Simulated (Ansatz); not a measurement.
# CH₈BNSi: how energies converge with the basis set

The task here is to estimate one member of a computed series from the others.

Method: one geometry, several basis sets; program: Ansatz 0.2.0, Gaussian basis.

Plan: PBE0-D4/def2-SVP; ωB97M-V/def2-SVP; PBE0-D4/def2-QZVPP; ωB97M-V/def2-QZVPP; the functionals' def2-TZVPP values are taken from earlier runs.

**Structure used throughout**

An earlier PBE0-D4 in a triple-zeta def2 set relaxation fixed the geometry.

12 atoms, charge 0, spin multiplicity 1.

Atoms are counted from 1 here; the program's logs count them from 0.

Bond lengths: B1–C2 1.545 Å, B1–H5 1.196 Å, B1–H6 1.200 Å, C2–N3 1.443 Å, C2–H7 1.103 Å, C2–H8 1.112 Å, N3–Si4 1.713 Å, N3–H9 1.006 Å, Si4–H10 1.486 Å, Si4–H11 1.494 Å, Si4–H12 1.490 Å. Angles: C2–B1–H5 118.7°, C2–B1–H6 121.8°, H5–B1–H6 119.5°, B1–C2–N3 118.2°, B1–C2–H7 107.7°, B1–C2–H8 103.0°, N3–C2–H7 111.3°, N3–C2–H8 112.6°, H7–C2–H8 102.6°, C2–N3–Si4 124.6°, C2–N3–H9 114.5°, Si4–N3–H9 119.6°, N3–Si4–H10 107.3°, N3–Si4–H11 113.5°, N3–Si4–H12 110.5°, H10–Si4–H11 109.0°, H10–Si4–H12 110.2°, H11–Si4–H12 106.3°.

Set-up of the first run:

Contents of in.yaml:

```yaml
crystal:
  periodic: [false, false, false]
  atoms:
    - {symbol: B, position_ang: [-1.975172, 0.710161, 0.637604]}
    - {symbol: C, position_ang: [-0.774263, 0.296206, -0.241155]}
    - {symbol: N, position_ang: [0.448339, -0.095918, 0.416934]}
    - {symbol: Si, position_ang: [1.856084, -0.644130, -0.390345]}
    - {symbol: H, position_ang: [-2.971536, 1.099405, 0.102467]}
    - {symbol: H, position_ang: [-1.944642, 0.619679, 1.833398]}
    - {symbol: H, position_ang: [-0.596402, 1.105909, -0.969051]}
    - {symbol: H, position_ang: [-1.196499, -0.512470, -0.877437]}
    - {symbol: H, position_ang: [0.363395, -0.225765, 1.410589]}
    - {symbol: H, position_ang: [2.888498, -0.898330, 0.647296]}
    - {symbol: H, position_ang: [1.641676, -1.894027, -1.180472]}
    - {symbol: H, position_ang: [2.337423, 0.384080, -1.355730]}
basis:
  gaussian: {orbitals: def2-SVP}
hamiltonian: {xc: pbe0, dispersion: d4}
output: {orbitals: {seedname: orbitals}}
```

Run with:

```bash
ansatz run in.yaml --threads 2 --pin off --events-out ev --progress --plain --max-ram 4352MiB
```

Steps of the session up to this table: PBE0-D4 in def2-SVP; ωB97M-V in def2-SVP; PBE0-D4 in def2-QZVPP; ωB97M-V in def2-QZVPP.

One of the session's tables, all rows but one given; the rest of the session is left out.

It belongs to the step «Functionals by basis». 

| functional | basis | HOMO (eV) |
| --- | --- | --- |
| PBE0-D4 | def2-SVP | -6.67 |
| PBE0-D4 | def2-TZVPP | -6.84 |
| PBE0-D4 | def2-QZVPP | -6.87 |
| ωB97M-V | def2-SVP | ? |
| ωB97M-V | def2-TZVPP | -9.16 |
| ωB97M-V | def2-QZVPP | -9.19 |

**Question.** Estimate the row for ωB97M-V, def2-SVP.

The run gave: HOMO (eV): -8.97. In the column «HOMO (eV)» it lies between ωB97M-V, def2-TZVPP (-9.16) and PBE0-D4, def2-QZVPP (-6.87).
